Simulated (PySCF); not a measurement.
# FGaH2: the cost of one run

The runs use PySCF 2.14.0, with density-fitted response routines of our own; the level of theory stands in each step. All values are computed, except where a source is named. Atoms are numbered from 0 throughout.

## 1. Starting geometry

4 atoms, charge 0, multiplicity 1; geometry from: GFN2-xTB. The atoms were then displaced at random by about 0.01 Å, so the start is not that level's minimum.

Bonds of the start (Å): F0–Ga1 1.73, Ga1–H2 1.53, Ga1–H3 1.54.

## 2. Optimising the geometry at PBE0-D3(BJ)/def2-SVP

Job settings and geometry (Å):

```
{"job": {"xc": "PBE0", "basis": "def2-SVP", "d3": "d3bj", "grid": 1, "shake": 0.01, "kind": "geom"}, "charge": 0, "multiplicity": 1}
F     -1.102310    -1.206270     0.001190
Ga     0.065860     0.069170    -0.007810
H      1.517850    -0.406040    -0.009510
H     -0.443400     1.517770    -0.016880
```

Command:

```console
OMP_NUM_THREADS=1 python probes_run.py task.json out
```

This one command runs all jobs of the session in turn.

Q: Estimate the wall time and peak memory of this first job on 1 thread of Arm Neoverse V2, shared host.

About 4.5 s, with a peak of 0.27 GiB.
